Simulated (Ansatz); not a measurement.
# C₂H₄FIn: how energies converge with the basis set

An exercise on one series of results from a longer session: the logs are not shown, and one member is left open.

Computed with Ansatz 0.2.0, Gaussian basis. Level: one geometry, several basis sets.

Plan: PBE0-D4/def2-SVP; ωB97M-V/def2-SVP; PBE0-D4/def2-QZVPP; ωB97M-V/def2-QZVPP; the functionals' def2-TZVPP values are taken from earlier runs.

1 further run of the same task is left out (for a known fault of the program).

## The geometry

An earlier PBE0-D4 in a triple-zeta def2 set relaxation fixed the geometry. In takes the def2 core potential; no spin-orbit term is included.

SMILES `C=[C](F)[InH2]`, 8 atoms, charge 0, spin multiplicity 1.

Atoms are counted from 1 here; the program's logs count them from 0.

Bond lengths: C1–C2 1.327 Å, C1–H5 1.086 Å, C1–H6 1.082 Å, C2–F3 1.356 Å, C2–In4 2.154 Å, In4–H7 1.721 Å, In4–H8 1.716 Å. Angles: C2–C1–H5 122.0°, C2–C1–H6 119.6°, H5–C1–H6 118.4°, C1–C2–F3 117.9°, C1–C2–In4 124.7°, F3–C2–In4 117.4°, C2–In4–H7 115.2°, C2–In4–H8 119.9°, H7–In4–H8 124.9°.

Set-up of the first run:

File in.yaml:

```yaml
crystal:
  periodic: [false, false, false]
  atoms:
    - {symbol: C, position_ang: [1.088302, 0.907868, 0.495084]}
    - {symbol: C, position_ang: [-0.144298, 0.665826, 0.066107]}
    - {symbol: F, position_ang: [-1.000520, 1.713248, -0.025514]}
    - {symbol: In, position_ang: [-0.889393, -1.275417, -0.494696]}
    - {symbol: H, position_ang: [1.416642, 1.906738, 0.767609]}
    - {symbol: H, position_ang: [1.794857, 0.092288, 0.578757]}
    - {symbol: H, position_ang: [0.246535, -2.561331, -0.362506]}
    - {symbol: H, position_ang: [-2.512135, -1.449230, -1.024840]}
basis:
  gaussian: {orbitals: def2-SVP}
hamiltonian: {xc: pbe0, dispersion: d4}
output: {orbitals: {seedname: orbitals}}
```

The run is started by

```sh
$ ansatz run in.yaml --threads 2 --pin off --events-out ev --progress --plain --max-ram 4352MiB
```

Steps of the session up to this table: PBE0-D4 in def2-SVP; ωB97M-V in def2-SVP; PBE0-D4 in def2-QZVPP; ωB97M-V in def2-QZVPP.

One table of the session follows, with a row left open; its other results are not shown here.

It belongs to the step «Functionals by basis». 

| functional | basis | HOMO (eV) | LUMO (eV) |
| --- | --- | --- | --- |
| PBE0-D4 | def2-SVP | -7.54 | -1.94 |
| PBE0-D4 | def2-TZVPP | -7.63 | -1.99 |
| PBE0-D4 | def2-QZVPP | -7.66 | -2.01 |
| ωB97M-V | def2-SVP | -9.75 | -0.33 |
| ωB97M-V | def2-TZVPP | ? | ? |
| ωB97M-V | def2-QZVPP | -9.89 | -0.48 |

**Question.** Estimate the row for ωB97M-V, def2-TZVPP.

The run gave: HOMO (eV): -9.87; LUMO (eV): -0.45. In the column «HOMO (eV)» it lies between ωB97M-V, def2-QZVPP (-9.89) and ωB97M-V, def2-SVP (-9.75).
